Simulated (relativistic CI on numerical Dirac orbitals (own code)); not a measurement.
# V³⁺: one ion under different settings

How much do the settings matter for V³⁺? One ion, several inputs.

The numbers are computed with relativistic CI on numerical Dirac orbitals (own code) version 3 (Dirac-Coulomb-Breit CI, KLI orbitals optimised for each configuration, model QED (radiative potential, 1s self-energy scaled to tabulated hydrogen-like ionisation energies), numerical settings as typed), except any that are marked as measured or tabulated.

## (1) The atom as given

- ion: V³⁺ (V IV)
- nuclear charge: 23
- electrons: 20
- isotope: A = 51

## (2) Usual settings

Input settings:

```ini
atom V  Z=23  charge=3  electrons=20
nucleus A=51  rms_radius_fm=3.6002
hamiltonian dirac-coulomb  breit=on  qed=on  c_scale=1
orbitals kli  potential=per-configuration
slater_scale 1
correlation none
mixing on
grid step=0.0125 r_max=37.3
scf mixing=0.4 start=green max_iterations=150 tolerance=2e-08 node_fill=0.05
configurations
  [Ar] 3d2
  [Ar] 3d 4s
  [Ar] 3d 4p
  [Ne] 3s2 3p5 3d3
  [Ar] 3d 4d
end
```

Run with:

```
python run_levels.py task.json out
```

The settings of every run stand in task.json; they run in order.

## (3) Start potential bare, speed-of-light factor 10, QED terms off

Input settings:

```ini
atom V  Z=23  charge=3  electrons=20
nucleus A=51  rms_radius_fm=3.6002
hamiltonian dirac-coulomb  breit=on  qed=off  c_scale=10
orbitals kli  potential=per-configuration
slater_scale 1
correlation none
mixing on
grid step=0.0125 r_max=37.3
scf mixing=0.4 start=bare max_iterations=150 tolerance=2e-08 node_fill=0.05
configurations
  [Ar] 3d2
  [Ar] 3d 4s
  [Ar] 3d 4p
  [Ne] 3s2 3p5 3d3
  [Ar] 3d 4d
end
```

## (4) Grid step 0.02

Input settings:

```ini
atom V  Z=23  charge=3  electrons=20
nucleus A=51  rms_radius_fm=3.6002
hamiltonian dirac-coulomb  breit=on  qed=on  c_scale=1
orbitals kli  potential=per-configuration
slater_scale 1
correlation none
mixing on
grid step=0.02 r_max=37.3
scf mixing=0.4 start=green max_iterations=150 tolerance=2e-08 node_fill=0.05
configurations
  [Ar] 3d2
  [Ar] 3d 4s
  [Ar] 3d 4p
  [Ne] 3s2 3p5 3d3
  [Ar] 3d 4d
end
```

## (5) Node fill 0.01

Settings: those of step 4 with these lines changed.

```diff
@@ -7,4 +7,4 @@
 mixing on
-grid step=0.02 r_max=37.3
-scf mixing=0.4 start=green max_iterations=150 tolerance=2e-08 node_fill=0.05
+grid step=0.0125 r_max=37.3
+scf mixing=0.4 start=green max_iterations=150 tolerance=2e-08 node_fill=0.01
 configurations
```

## (6) Node fill 0.2

Settings: those of step 5 with these lines changed.

```diff
@@ -8,3 +8,3 @@
 grid step=0.0125 r_max=37.3
-scf mixing=0.4 start=green max_iterations=150 tolerance=2e-08 node_fill=0.01
+scf mixing=0.4 start=green max_iterations=150 tolerance=2e-08 node_fill=0.2
 configurations
```

(Steps that only read results are left out.)

Q: Predict the outcome of this session. Wanted: lowest level, usual settings; total energy; first excitation.

**Answer**, as computed:

| setting | total energy less usual (Ha) | largest shift of a level among the lowest eight of both runs, same label and place (cm⁻¹) | SCF iterations | time | lowest level | kind of change |
| --- | --- | --- | --- | --- | --- | --- |
| usual | 0 | 0 | 54 | 0.33 s | 3d2 3F2 | - |
| start potential bare, speed-of-light factor 10, QED terms off | 4.83 | 674 | 69 | 0.34 s | 3d2 3F2 | unphysical constant |
| grid step 0.02 | 5.22e-05 | 0 | 54 | 0.23 s | 3d2 3F2 | numerical |
| node fill 0.01 | 0.000729 | 9.78 | 54 | 0.33 s | 3d2 3F2 | numerical |
| node fill 0.2 | 0.00126 | 21.2 | 55 | 0.33 s | 3d2 3F2 | numerical |

| quantity | value |
| --- | --- |
| lowest level, usual settings | 3d2 3F2 |
| total energy | -946.0033 Ha |
| first excitation | 299.6 cm⁻¹ |

Among the runs whose levels can be followed, they move most under «start potential bare, speed-of-light factor 10, QED terms off» (unphysical constant), by up to 674 cm⁻¹. Only the listed configurations are in the model. Near neutrality, missing correlation can shift configurations against each other by thousands of cm⁻¹.
